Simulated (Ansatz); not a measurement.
## CaAu3, space group Fm-3m: a convergence test of the k-point mesh, step by step

Program: the Python package of Ansatz (0.2.0).

At the Python prompt:
```pycon
>>> import csv
>>> import warnings
>>> import ansatz as az
>>> warnings.simplefilter("ignore", az.DeckWarning)
>>> lattice = az.Lattice.of(
...     [0.0, 3.431832, 3.431832],
...     [3.431832, 0.0, 3.431832],
...     [3.431832, 3.431832, 0.0],
... )
>>> sites = [
...     ("Ca", [0.0, 0.0, 0.0]),
...     ("Au", [0.25, 0.25, 0.25]),
...     ("Au", [0.75, 0.75, 0.75]),
...     ("Au", [0.5, 0.5, 0.5]),
... ]
>>> structure = az.Crystal(lattice=lattice)
>>> for symbol, position in sites:
...     structure = structure.atom(symbol, position)
...
>>> [site.symbol for site in structure.resolved().sites]
['Ca', 'Au', 'Au', 'Au']
>>> setup = (
...     structure.calculation()
...     .occupations(az.OccupationsMethod.FERMI_DIRAC, width=0.2)
...     .functional(az.Functional.PBESOL, dispersion="d3bj")
...     .basis(260, xc_grid=3)
...     .scf(tolerance=1e-08)
...     .forces()
...     .stress()
... )
>>> rows = []
>>> for value in [(2, 2, 2), (3, 3, 3), (4, 4, 4), (5, 5, 5), (6, 6, 6), (7, 7, 7)]:
...     rep = setup.kpoints(mesh=value).run().report
...     rows.append((value, rep["free_energy_ev"] / len(rep["lattice"]["sites"]), rep["n_iterations"], sum(rep["stress_gpa"][i][i] for i in range(3)) / 3, max(abs(f) for row in rep["forces_ev_ang"] for f in row), rep["n_kpoints"]))
...
>>> with open("kconv.csv", "w", newline="") as handle:
...     writer = csv.writer(handle)
...     writer.writerow(["mesh", "F/atom (eV)", "iterations", "P (GPa)", "max component (eV/A)", "k-points"])
...     writer.writerows([round(v, 5) if isinstance(v, float) else v for v in row] for row in rows)
...
67
>>> # differences from the last row
>>> for row in rows[:-1]:
...     shift = 1000 * (row[1] - rows[-1][1])
...     print(f"{row[0]}: {shift:+.2f} meV/atom" + ("  (within 1 meV)" if abs(shift) < 1 else ""))
...
(2, 2, 2): -6.83 meV/atom
(3, 3, 3): -53.27 meV/atom
(4, 4, 4): -9.64 meV/atom
(5, 5, 5): +13.60 meV/atom
(6, 6, 6): -2.76 meV/atom
```

`kconv.csv`, as written:
```csv
mesh,F/atom (eV),iterations,P (GPa),max component (eV/A),k-points
"(2, 2, 2)",-10204.14151,8,-8.86393,0.0,3
"(3, 3, 3)",-10204.18795,8,-8.0095,0.0,4
"(4, 4, 4)",-10204.14432,8,-9.43271,0.0,8
"(5, 5, 5)",-10204.12108,8,-9.09659,0.0,10
"(6, 6, 6)",-10204.13744,8,-8.93262,0.0,16
"(7, 7, 7)",-10204.13468,8,-9.04784,0.0,20
```

What to keep in mind:
- The cutoff lies under the one recommended for these potentials.
- Under the recommended cutoff a pressure can be off by several GPa, even in sign.
- Dispersion corrections can be off by several per cent in the lattices of metals, and by several GPa in the pressure at a fixed cell.
- The smearing is wide enough that free energy and stress hold a thermal part of the electrons.
- The program warned that this SCF threshold is loose for forces or stresses.
- Forces vanish by symmetry here and test nothing.
- Pressure is positive in compression.
- Spin-orbit coupling, which matters for elements this heavy, is left out.
- The structure comes from a database of computed cells and needn't be a stable or known phase.
- Shifts are counted from the finest mesh, which is itself no proven limit.
- The script silences the warnings on its input, which a real study should read.
- It ran for 9 s on 1 thread of Arm Neoverse V2, on a shared host, peak memory 0.39 GiB.
